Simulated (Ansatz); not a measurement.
# Si started on an N site in wurtzite BN, 96 atoms, charge 0, part 2 of 2

Ansatz 0.2.0, PAW. The steps go on from the part before.

### 3 Single point with HSE06

in.yaml reads:

```yaml
crystal:
  lattice:
    - [7.622990, 0.000000, 0.000000]
    - [0.000000, 8.802271, 0.000000]
    - [0.000000, 0.000000, 8.406582]
  atoms:
    - { symbol: B, position: [0.000251, 0.167378, 0.000064] }
    - { symbol: B, position: [0.000127, 0.168793, 0.499924] }
    - { symbol: B, position: [0.332982, 0.166165, 0.000185] }
    - { symbol: B, position: [0.330337, 0.162750, 0.499688] }
    - { symbol: B, position: [0.166593, 0.416519, 0.000372] }
    - { symbol: B, position: [0.167050, 0.415580, 0.500355] }
    - { symbol: B, position: [0.000287, 0.666838, 0.999697] }
    - { symbol: B, position: [0.999297, 0.667695, 0.499955] }
    - { symbol: B, position: [0.667499, 0.166287, 0.000214] }
    - { symbol: B, position: [0.669041, 0.163979, 0.499736] }
    - { symbol: B, position: [0.500139, 0.413452, 0.995941] }
    - { symbol: B, position: [0.496765, 0.390544, 0.511997], spin: 0.2 }
    - { symbol: B, position: [0.331038, 0.668528, 0.995138] }
    - { symbol: B, position: [0.306663, 0.683647, 0.513509], spin: 0.2 }
    - { symbol: B, position: [0.166342, 0.917574, 0.999655] }
    - { symbol: B, position: [0.163674, 0.920103, 0.499733] }
    - { symbol: B, position: [0.833805, 0.416587, 0.000396] }
    - { symbol: B, position: [0.832365, 0.416567, 0.500258] }
    - { symbol: B, position: [0.669707, 0.668686, 0.995553] }
    - { symbol: B, position: [0.689713, 0.685219, 0.512662], spin: 0.2 }
    - { symbol: B, position: [0.500426, 0.917675, 0.000182] }
    - { symbol: B, position: [0.501187, 0.918475, 0.500092] }
    - { symbol: B, position: [0.834327, 0.917763, 0.999861] }
    - { symbol: B, position: [0.836773, 0.921647, 0.499562] }
    - { symbol: B, position: [0.166082, 0.083591, 0.249537] }
    - { symbol: B, position: [0.166046, 0.083882, 0.750419] }
    - { symbol: B, position: [0.000023, 0.334308, 0.250210] }
    - { symbol: B, position: [0.999893, 0.334027, 0.750005] }
    - { symbol: B, position: [0.500180, 0.083034, 0.249916] }
    - { symbol: B, position: [0.500151, 0.083298, 0.750095] }
    - { symbol: B, position: [0.333820, 0.331938, 0.248999] }
    - { symbol: B, position: [0.332040, 0.331071, 0.752397] }
    - { symbol: B, position: [0.167545, 0.584555, 0.247538] }
    - { symbol: B, position: [0.164869, 0.582900, 0.751647] }
    - { symbol: B, position: [0.000336, 0.833811, 0.249083] }
    - { symbol: B, position: [0.000202, 0.834039, 0.750094] }
    - { symbol: B, position: [0.834443, 0.084021, 0.249622] }
    - { symbol: B, position: [0.834299, 0.083974, 0.750435] }
    - { symbol: B, position: [0.666018, 0.332358, 0.248710] }
    - { symbol: B, position: [0.667860, 0.331196, 0.752131] }
    - { symbol: B, position: [0.500158, 0.583663, 0.221293], spin: 0.2 }
    - { symbol: B, position: [0.501032, 0.582425, 0.750122] }
    - { symbol: B, position: [0.332630, 0.833714, 0.247732] }
    - { symbol: B, position: [0.332960, 0.836318, 0.751776] }
    - { symbol: B, position: [0.833048, 0.584538, 0.247834] }
    - { symbol: B, position: [0.835240, 0.583417, 0.751842] }
    - { symbol: B, position: [0.668417, 0.834214, 0.248453] }
    - { symbol: B, position: [0.668118, 0.836213, 0.752292] }
    - { symbol: N, position: [0.000369, 0.167712, 0.186956] }
    - { symbol: N, position: [0.000242, 0.167903, 0.687305] }
    - { symbol: N, position: [0.333118, 0.165708, 0.186778] }
    - { symbol: N, position: [0.332513, 0.165261, 0.687501] }
    - { symbol: N, position: [0.167050, 0.417057, 0.187523] }
    - { symbol: N, position: [0.167047, 0.416904, 0.687173] }
    - { symbol: N, position: [0.000411, 0.667093, 0.186403] }
    - { symbol: N, position: [0.000259, 0.666991, 0.686904] }
    - { symbol: N, position: [0.667333, 0.165881, 0.186894] }
    - { symbol: N, position: [0.667737, 0.165492, 0.687359] }
    - { symbol: N, position: [0.500038, 0.412268, 0.178532] }
    - { symbol: N, position: [0.499747, 0.410579, 0.694638] }
    - { symbol: N, position: [0.329657, 0.669351, 0.177863] }
    - { symbol: N, position: [0.329152, 0.669754, 0.692400] }
    - { symbol: N, position: [0.166358, 0.917489, 0.186303] }
    - { symbol: N, position: [0.165964, 0.918006, 0.687103] }
    - { symbol: N, position: [0.833243, 0.417035, 0.187466] }
    - { symbol: N, position: [0.832833, 0.417159, 0.687160] }
    - { symbol: N, position: [0.671006, 0.669413, 0.178242] }
    - { symbol: N, position: [0.671726, 0.670442, 0.693700] }
    - { symbol: N, position: [0.500357, 0.916774, 0.187203] }
    - { symbol: N, position: [0.500419, 0.917045, 0.687088] }
    - { symbol: N, position: [0.834609, 0.917774, 0.186407] }
    - { symbol: N, position: [0.834918, 0.918389, 0.687310] }
    - { symbol: N, position: [0.163909, 0.083060, 0.436752] }
    - { symbol: N, position: [0.166115, 0.083606, 0.937233] }
    - { symbol: N, position: [0.999701, 0.334876, 0.437394] }
    - { symbol: N, position: [0.000094, 0.333685, 0.937372] }
    - { symbol: N, position: [0.500002, 0.082828, 0.437017] }
    - { symbol: N, position: [0.500189, 0.083774, 0.937250] }
    - { symbol: N, position: [0.328631, 0.324561, 0.437569] }
    - { symbol: N, position: [0.331434, 0.331949, 0.937094] }
    - { symbol: N, position: [0.165282, 0.584159, 0.436521] }
    - { symbol: N, position: [0.165489, 0.582867, 0.936274] }
    - { symbol: N, position: [0.000453, 0.833883, 0.436465] }
    - { symbol: N, position: [0.000261, 0.833503, 0.936807] }
    - { symbol: N, position: [0.836636, 0.084728, 0.436774] }
    - { symbol: N, position: [0.834205, 0.083782, 0.937294] }
    - { symbol: N, position: [0.669192, 0.327071, 0.437310] }
    - { symbol: N, position: [0.668727, 0.332031, 0.936981] }
    - { symbol: N, position: [0.500315, 0.583492, 0.934662] }
    - { symbol: N, position: [0.330255, 0.838805, 0.436767] }
    - { symbol: N, position: [0.333297, 0.835729, 0.936276] }
    - { symbol: N, position: [0.835819, 0.584361, 0.436461] }
    - { symbol: N, position: [0.835153, 0.582905, 0.936550] }
    - { symbol: N, position: [0.672740, 0.841810, 0.437246] }
    - { symbol: N, position: [0.667357, 0.835987, 0.936748] }
    - { symbol: Si, position: [0.502120, 0.580920, 0.435057], spin: 0.2 }
  symmetry: { detect: false }
kpoints:
  mp_grid: { grid: [1, 1, 1], shift: [0.25, 0.25, 0.25] }
hamiltonian:
  xc: hse06
magnetization:
  spin_polarized: true
scf:
  occupations: { method: fermi_dirac, width: 0.01 }
output:
  forces: true
  eigenvalues: true
  populations: true
  eigenstates: { kpoints: [[0.25, 0.25, 0.25]], e_range: [-6.0, 6.0], localisation: true }
```

On the command line:

```console
ansatz run in.yaml --threads 8 --pin off --max-ram 17100MiB --runs-dir r --events-out ev --progress --plain
```

Output:

```text
Pseudopotentials: kind: paw
Functional definition: HSE06
  parameter a = 0.25
  parameter omega = 0.11/bohr
  exchange = pbe_x - a*pbe_x_sr(omega) + a*exact_x_sr(omega)
  correlation = pbe_c
Crystal: 96 atoms, lattice volume = 564.078 Å³
Basis set: ecut = 420 eV, 11009 PW (Γ), exchange–correlation on 108×120×120 points (8 copies of the dense FFT grid, shifted against one another)
Bands: 288, of which v1, the nominal top of the filled ones, is band 192 counted from 1 (191 counted from 0)
Symmetry: 1 space group operations
k-points: 1
Non-local potential: B, projectors of the file, l = 0: 2, l = 1: 2, l = 2: 1
Non-local potential: N, projectors of the file, l = 0: 2, l = 1: 2, l = 2: 1
Non-local potential: Si, projectors of the file, l = 0: 2, l = 1: 2, l = 2: 2
PAW form: soft (Blöchl's): semilocal exchange-correlation on the pseudo side does not see the compensation charge
PAW frozen core: B, regenerated for the run's functional, and the local potential with it (the file was generated under x = pbe(κ = 0.804, μ = 0.2195149727645171), c = pbe(β = 0.06672455060314922))
PAW frozen core: N, regenerated for the run's functional, and the local potential with it (the file was generated under x = pbe(κ = 0.804, μ = 0.2195149727645171), c = pbe(β = 0.06672455060314922))
PAW frozen core: Si, regenerated for the run's functional, and the local potential with it (the file was generated under x = pbe(κ = 0.804, μ = 0.2195149727645171), c = pbe(β = 0.06672455060314922))
PAW one-centre angular grid: B, 110 points (default); XC on 64 Gauss nodes
PAW one-centre angular grid: N, 110 points (default); XC on 64 Gauss nodes
PAW one-centre angular grid: Si, 110 points (default); XC on 64 Gauss nodes
Initial density: superposition of atomic densities (chi_scale 0.1, normalization cell, long waves kept (reshape's long-wave potential 0.33 eV rms))
Starting moments: Σ|m| = 1 μB on 5 of 96 sites
Initial wavefunctions: pseudopotential atomic-orbital guess
Functional: x = pbe(κ = 0.804, μ = 0.2195149727645171), c = pbe(β = 0.06672455060314922), warm-up for x = pbe(κ = 0.804, μ = 0.2195149727645171) + 0.25 (exact − pbe) at short range (hse, ω = 0.20786987370883472 Å⁻¹), c = pbe(β = 0.06672455060314922); HSE06 as pw.x's `hse` composes it (authors' and Libxc's form: `xc: wpbeh`)
iter 1 solved again at ethr=2.71e-2 eV; its pass at ethr=1.00e-1 eV (dr2=1.04e2 eV) is discarded
SCF iter   1: F=—  HF=-26301.982453 eV  |F-HF|=—  |Δ(HF+E_count)|=         —  Δρ=7.37e-2 (↑7.37e-2 ↓7.27e-2)  dr2=1.04e2  dr2_m=7.97e-2  M=0.998 μB ∫|m|=1.028 μB  β_m=0.30  ethr=2.71e-2  ⟨swp⟩=2.0  Hψ=3260  notcnv=0
preconditioner: auto → none  [insulator: Δε(μ)=0.136 eV  Ē_g=17.977 eV  σ=0.010 eV  W_gap=1.00  n_scr=154 (ndim 8)  ℏωp=30.6 eV  f_vac=0.000  D(μ)=0.23/eV (n_scr^D=0)]
SCF iter   2: F=—  HF=-26273.338418 eV  |F-HF|=—  |Δ(HF+E_count)|=    2.86e1  Δρ=3.90e-2 (↑3.90e-2 ↓3.85e-2)  dr2=2.35e1  dr2_m=5.05e-2  M=1.000 μB ∫|m|=1.030 μB  β_m=0.30  ethr=2.71e-2  ⟨swp⟩=4.0  Hψ=1242  notcnv=0
SCF iter   3: F=—  HF=-26268.169741 eV  |F-HF|=—  |Δ(HF+E_count)|=    5.17e0  Δρ=1.94e-2 (↑1.94e-2 ↓1.93e-2)  dr2=4.40e0  dr2_m=2.55e-2  M=1.000 μB ∫|m|=1.028 μB  β_m=0.30  ethr=6.13e-3  ⟨swp⟩=6.0  Hψ=1672  notcnv=0
iter 4 solved again at ethr=1.07e-4 eV; its pass at ethr=1.15e-3 eV (dr2=4.10e-1 eV) is discarded
SCF iter   4: F=—  HF=-26267.376168 eV  |F-HF|=—  |Δ(HF+E_count)|=   7.94e-1  Δρ=5.69e-3 (↑5.33e-3 ↓5.69e-3)  dr2=4.39e-1  dr2_m=1.74e-2  M=1.000 μB ∫|m|=1.031 μB  β_m=0.30  ethr=1.07e-4  ⟨swp⟩=8.0  Hψ=2822  notcnv=0  defer=6
SCF iter   5: F=—  HF=-26267.373210 eV  |F-HF|=—  |Δ(HF+E_count)|=   2.96e-3  Δρ=2.59e-3 (↑2.25e-3 ↓2.59e-3)  dr2=6.88e-2  dr2_m=9.87e-3  M=1.000 μB ∫|m|=1.032 μB  β_m=0.30  ethr=1.07e-4  ⟨swp⟩=6.0  Hψ=1419  notcnv=0  defer=4
SCF iter   6: F=—  HF=-26267.373565 eV  |F-HF|=—  |Δ(HF+E_count)|=   3.55e-4  Δρ=1.77e-3 (↑1.63e-3 ↓1.77e-3)  dr2=1.88e-2  dr2_m=5.15e-3  M=1.000 μB ∫|m|=1.035 μB  β_m=0.30  ethr=1.80e-5  ⟨swp⟩=5.0  Hψ=1330  notcnv=0  defer=24
SCF iter   7: F=—  HF=-26267.380286 eV  |F-HF|=—  |Δ(HF+E_count)|=   6.72e-3  Δρ=9.15e-4 (↑8.90e-4 ↓9.15e-4)  dr2=2.79e-3  dr2_m=3.11e-3  M=1.000 μB ∫|m|=1.038 μB  β_m=0.30  ethr=4.90e-6  ⟨swp⟩=6.5  Hψ=1636  notcnv=0  defer=7
Mixer restart at iter 7: flushing history
spin-set hold released at iteration 7 (site moments contracting): the magnetisation degrees of freedom join the quasi-Newton model from the next iteration; the mixer history was flushed
[... 5 lines left out ...]
SCF 1 stopped early in 12 iterations: F = -26267.386277 eV  dr2 = 5.62e-6
Initial density: handed on by an earlier stage of this run
Starting moments: Σ|m| = 1 μB on 5 of 96 sites; this step starts from the density that it was given
Initial wavefunctions: those handed on with the density
Functional: x = pbe(κ = 0.804, μ = 0.2195149727645171) + 0.25 (exact − pbe) at short range (hse, ω = 0.20786987370883472 Å⁻¹), c = pbe(β = 0.06672455060314922); HSE06 as pw.x's `hse` composes it (authors' and Libxc's form: `xc: wpbeh`)
Exchange kernel: α = 0.2500, screened, ω = 0.2079 Å⁻¹, Wigner–Seitz truncation, v(0) = 796.5775 eV·Å³, q-mesh 1×1×1, nearest image of the exchange supercell L = 7.62 Å, pair-density grid 36×45×45, without the augmentation charges, whose exchange is taken in its separable form (sized by the pseudopotential files, 50×60×60 at the most), smooth part of the exchange summed in real space on grids 50×60 [...]
Frozen-core exchange: fock
[... 1 line left out ...]
preconditioner: auto → none  [insulator: Δε(μ)=1.498 eV  Ē_g=19.946 eV  σ=0.010 eV  W_gap=1.00  n_scr=154 (ndim 8)  ℏωp=30.6 eV  f_vac=0.000  D(μ)=0.00/eV (n_scr^D=0)]
[... 3 lines left out ...]
SCF iter   5: F=—  HF=-26276.467502 eV  |F-HF|=—  |Δ(HF+E_count)|=   2.45e-5  Δρ=9.71e-5 (↑9.10e-5 ↓9.71e-5)  dr2=2.55e-4  dr2_m=9.33e-6  M=1.000 μB ∫|m|=1.098 μB  β_m=0.54  ethr=1.47e-8  ⟨swp⟩=4.0  Hψ=1688  notcnv=0
SCF iter   6: F=-26276.467401 eV  HF=-26276.467426 eV  |F-HF|=2.46e-5  |Δ(HF+E_count)|=   7.61e-5  Δρ=5.11e-5 (↑4.66e-5 ↓5.11e-5)  dr2=3.55e-5  dr2_m=3.22e-6  M=1.000 μB ∫|m|=1.098 μB  ethr=1.47e-8  ⟨swp⟩=4.0  Hψ=1171  notcnv=0
SCF 2 stopped early in 6 iterations: F = -26276.467401 eV  dr2 = 3.55e-5
  Residual-converged pass: ⟨swp⟩=3.0  Hψ=1331  notcnv=0  max |occ|·‖R‖ = 4.6e-6 eV (tolerance 6.7e-6 eV)  dr2=3.51e-5  dr2_m=3.23e-6  dr2_onsite=1.63e-6  max |Δocc| = 0.0e0
hybrid outer 1: dexx = +1.182e-1 eV, tail = 1.41e-4 eV
SCF iter   1: F=—  HF=-26276.465856 eV  |F-HF|=—  |Δ(HF+E_count)|=         —  Δρ=1.82e-5 (↑1.52e-5 ↓1.82e-5)  dr2=4.21e-6  dr2_m=5.24e-7  M=1.000 μB ∫|m|=1.098 μB  β_m=0.30  ethr=1.84e-7  ⟨swp⟩=8.0  Hψ=1462  notcnv=0
preconditioner: auto → none  [insulator: Δε(μ)=1.555 eV  Ē_g=19.947 eV  σ=0.010 eV  W_gap=1.00  n_scr=154 (ndim 8)  ℏωp=30.6 eV  f_vac=0.000  D(μ)=0.00/eV (n_scr^D=0)]
SCF iter   2: F=—  HF=-26276.465858 eV  |F-HF|=—  |Δ(HF+E_count)|=   2.82e-6  Δρ=1.27e-5 (↑1.12e-5 ↓1.27e-5)  dr2=7.55e-7  dr2_m=3.78e-7  M=1.000 μB ∫|m|=1.098 μB  β_m=0.34  ethr=1.03e-9  ⟨swp⟩=5.5  Hψ=1396  notcnv=0
SCF iter   3: F=—  HF=-26276.465859 eV  |F-HF|=—  |Δ(HF+E_count)|=   5.49e-7  Δρ=9.17e-6 (↑8.21e-6 ↓9.17e-6)  dr2=3.12e-7  dr2_m=2.27e-7  M=1.000 μB ∫|m|=1.098 μB  β_m=0.57  ethr=1.81e-10  ⟨swp⟩=8.0  Hψ=1199  notcnv=0  defer=4
SCF iter   4: F=—  HF=-26276.465859 eV  |F-HF|=—  |Δ(HF+E_count)|=   3.37e-7  Δρ=4.14e-6 (↑3.12e-6 ↓4.14e-6)  dr2=1.23e-7  dr2_m=4.65e-8  M=1.000 μB ∫|m|=1.098 μB  β_m=0.61  ethr=7.93e-11  ⟨swp⟩=6.0  Hψ=1485  notcnv=0  defer=7
SCF iter   5: F=—  HF=-26276.465859 eV  |F-HF|=—  |Δ(HF+E_count)|=   7.37e-8  Δρ=1.87e-6 (↑1.48e-6 ↓1.87e-6)  dr2=4.88e-8  dr2_m=3.90e-9  M=1.000 μB ∫|m|=1.098 μB  β_m=0.67  ethr=3.01e-11  ⟨swp⟩=5.5  Hψ=1369  notcnv=0  defer=10
SCF iter   6: F=—  HF=-26276.465859 eV  |F-HF|=—  |Δ(HF+E_count)|=   8.80e-9  Δρ=6.58e-7 (↑6.24e-7 ↓6.58e-7)  dr2=8.76e-9  dr2_m=3.66e-10  M=1.000 μB ∫|m|=1.098 μB  β_m=0.63  ethr=1.22e-11  ⟨swp⟩=6.5  Hψ=1297  notcnv=0  defer=9
SCF iter   7: F=—  HF=-26276.465859 eV  |F-HF|=—  |Δ(HF+E_count)|=   1.91e-9  Δρ=3.43e-7 (↑3.12e-7 ↓3.43e-7)  dr2=1.83e-9  dr2_m=1.54e-10  M=1.000 μB ∫|m|=1.098 μB  β_m=0.67  ethr=2.22e-12  ⟨swp⟩=5.5  Hψ=1123  notcnv=0  defer=9
SCF iter   8: F=-26276.465859 eV  HF=-26276.465859 eV  |F-HF|=1.86e-10  |Δ(HF+E_count)|=  1.27e-10  Δρ=1.57e-7 (↑1.37e-7 ↓1.57e-7)  dr2=3.02e-10  dr2_m=3.67e-11  M=1.000 μB ∫|m|=1.098 μB  ethr=1.60e-12 (applied; sched 1.00e-12)  ⟨swp⟩=4.5  Hψ=970  notcnv=0
SCF 3 converged in 8 iterations: F = -26276.465859 eV  dr2 = 3.02e-10
  Residual-converged pass: ⟨swp⟩=3.0  Hψ=1104  notcnv=0  max |occ|·‖R‖ = 2.0e-7 eV (tolerance 2.7e-7 eV)  dr2=3.38e-10  dr2_m=3.79e-11  dr2_onsite=1.58e-11  max |Δocc| = 0.0e0
[... from here the SCF cycle lines were not kept, up to the last twenty ...]
hybrid outer 2: dexx = +4.094e-6 eV, tail = 8.21e-9 eV, Δε = 1.50e-3 eV (about 1.51e-5 eV left of the loop's levels), ΔF = 2.18e-3 eV/Å (tail 1.17e-4)
NSCF: frozen V_eff on 1 k-points
this state was not tested for a lower state beside it, because the functional holds exact exchange (a hybrid, or Hartree-Fock), whose exchange loop this test does not read (fock_operator); the stability check (scf.self_checks: high) cannot read this state: a pseudopotential is PAW: the check reads norm-conserving sets alone
hybrid SCF converged: 2 outer / 14 inner (+12 warm-up), last move |dexx| = 4.09e-6 eV, tail = 8.21e-9 eV
Magnetization: 1.0000 μB (192.0000 up, 191.0000 down)
Absolute magnetization: 1.1015 μB (∫|ρ↑−ρ↓|, with the PAW one-centre terms)
Spin contamination: 0.0045 ħ² per cell (⟨S²⟩ above its minimum at these occupations)
Per-site moments (μB) at R_I (Å): [(-9.579468154106938e-6, 0.64179217862915), (0.0004755881267527056, 0.6367233107771713), (3.728748354666445e-6, 0.640495405376279), (-0.0001789030751836476, 0.6257930180160991), (5.992239599360962e-5, 0.6411837840864516), (0.00012077520422531354, 0.6406633593540778), (-2.6971520034328015e-5, 0.6406702548064368), (0.012314089804036626, 0.6358342167037452), (-6.4761 [...]
Free energy (F): -26276.465859 eV
Harris-Foulkes:  -26276.465859 eV  (|F-HF|=1.86e-10)
Internal energy: -26276.465859 eV  (E = F + TS)
E sigma→0 (E₀):  -26276.465859 eV
Fermi energy:    13.017437 eV
--- Per-component energies (eV) ---
  E_band       = 746.959691
  E_kinetic    = 8877.071803
  E_local      = -8362.791879  (includes V_loc(G=0)·N_el)
  E_nonlocal   = 2660.876679
  E_hartree    = 2404.741152
  E_xc         = -3642.248703
  E_vxc        = -4467.121982  (∫ρ·V_xc dr)
  E_exx        = -934.344850  (= α·E_x^exact, valence–valence)
  E_paw        = -10225.674556  (= ΣΔE_a)
  E_vpaw       = -901.872976  (= ΣTr[D̂ρ^β])
  E_aug_tail   = 0.004771  (compensation charges beyond the density's cutoff)
  E_ewald      = -17052.397554
  E_core_change = -1.702722  (= ΣΔE_core)
  E_smearing   = -0.000000  (= −TS)
  E_closure    = -0.000001  (closes the sum)
  Σ components = -26276.465859   (vs F -26276.465859, Δ=0.00e0)
--- Forces (eV/Å), atoms counted from 1 ---
  atom   1  B     -0.00560582    -0.00088854    -0.02565900
  atom   2  B     -0.00776388    -0.01055997    -0.03012010
[... 9 atoms left out ...]
  atom  12  B     -0.00110402     0.25704604    -0.09819189
[... 1 atom left out ...]
  atom  14  B     -0.16931863     0.20334153     0.05984294
[... 5 atoms left out ...]
  atom  20  B     -0.27779710    -0.04923778    -0.00191843
[... 20 atoms left out ...]
  atom  41  B     -0.09937489     0.01277827     0.08871541
[... 37 atoms left out ...]
  atom  79  N     -0.02989715    -0.09096680     0.05882199
[... 1 atom left out ...]
  atom  81  N      0.11325065     0.04059271     0.06735389
[... 5 atoms left out ...]
  atom  87  N     -0.00325228    -0.08877518     0.06591911
[... 2 atoms left out ...]
  atom  90  N     -0.03689881    -0.10013494     0.08755454
[... 3 atoms left out ...]
  atom  94  N      0.09037456     0.04842170     0.07120164
[... 1 atom left out ...]
  atom  96  Si     0.25131283    -0.22044310    -0.08994294
  max |Σ_I F_I| component: 1.01e-4 eV/Å
--- Band table (eV) ---
  k-point 0 ↑: bands = [... 179 lower levels ..., "8.7081", "8.8780", "8.9275", "9.1182", "9.2095", "9.2534", "9.3863", "9.4736", "9.7758", "10.0874", "11.6417", "11.9275", "12.0595", "17.9529", "18.0689", "18.6234", "18.7514", "18.9720", "19.0855", "19.1624", "19.3013", "19.3571", "19.4390", "19.5169", ... 85 higher levels ...]
  k-point 0 ↓: bands = [... 179 lower levels ..., "8.7377", "8.8997", "8.9551", "9.1361", "9.2424", "9.2884", "9.4100", "9.5085", "9.7929", "10.1302", "11.9382", "12.2397", "13.7952", "18.0166", "18.0871", "18.6850", "18.8050", "19.0082", "19.1115", "19.2149", "19.3226", "19.3882", "19.4801", "19.5453", ... 85 higher levels ...]
--- Löwdin populations: 96 sites ---
  site symbol       q [e]    m [muB]
     0      B      2.6544    -0.0000
     1      B      2.6543     0.0010
[... 9 atoms left out ...]
    11      B      3.0397     0.0083
[... 1 atom left out ...]
    13      B      2.8972     0.3129
[... 5 atoms left out ...]
    19      B      2.9891     0.1220
[... 20 atoms left out ...]
    40      B      3.0288    -0.0080
[... 37 atoms left out ...]
    78      N      5.2952     0.0029
[... 7 atoms left out ...]
    86      N      5.2956     0.0193
[... 2 atoms left out ...]
    89      N      5.2956     0.0282
[... 3 atoms left out ...]
    93      N      5.2960     0.0041
[... 1 atom left out ...]
    95     Si      3.2151     0.2575
  spilling = 0.003933 (of n_electrons = 383.000000)
```

Run time: 2.5 min. Hardware: 8 threads of Intel Xeon 6975P-C, shared host; peak memory 3.5 GiB.

At the single k point (¼, ¼, ¼) the filled levels end at 12.240 eV and the empty ones begin at 13.795 eV, a spacing of 1.56 eV.

Frontier states and how far they spread:

```
level (eV)  spin  filling  atoms sharing it  main element  its share  largest atom
     -0.60    up     1.00              10.1             B       0.47   Si96 (0.21)
     -0.31    up     1.00              10.8             B       0.46   Si96 (0.22)
     -0.30  down     1.00               7.9             B       0.48    B41 (0.24)
     -0.18    up     1.00               9.3             B       0.46   Si96 (0.22)
      0.00  down     1.00               8.6             B       0.47   Si96 (0.23)
      1.56  down     0.00               7.6             B       0.49    B14 (0.24)
```

The largest force by HSE06 is 0.35 eV/Å, on Si96: the geometry is not this level's minimum.

Largest Löwdin moments: B14 +0.31, Si96 +0.26, B20 +0.12, N81 +0.06, N92 +0.06, N90 +0.03.

### 4 Results

The summary covers parts 1 to 2.

```
             level                     time  top filled to lowest empty (eV)  moment (μB)
PBEsol, relaxation     70 s (8 CPU threads)                             0.47         1.00
             HSE06  2.5 min (8 CPU threads)                             1.56         1.00
```

```
            quantity                             value
          relaxation  9 recorded steps, 8.79 eV gained
       largest shift                      0.30 Å (B20)
largest local moment                     +0.31 μB on B
```

The relaxation lowers the energy by 8.79 eV; the largest shift is 0.30 Å (B20). At the same k points, PBEsol gives a spacing 1.08 eV smaller than the 1.56 eV of HSE06. In a defect cell this spacing can involve defect levels, so it need not be the gap.
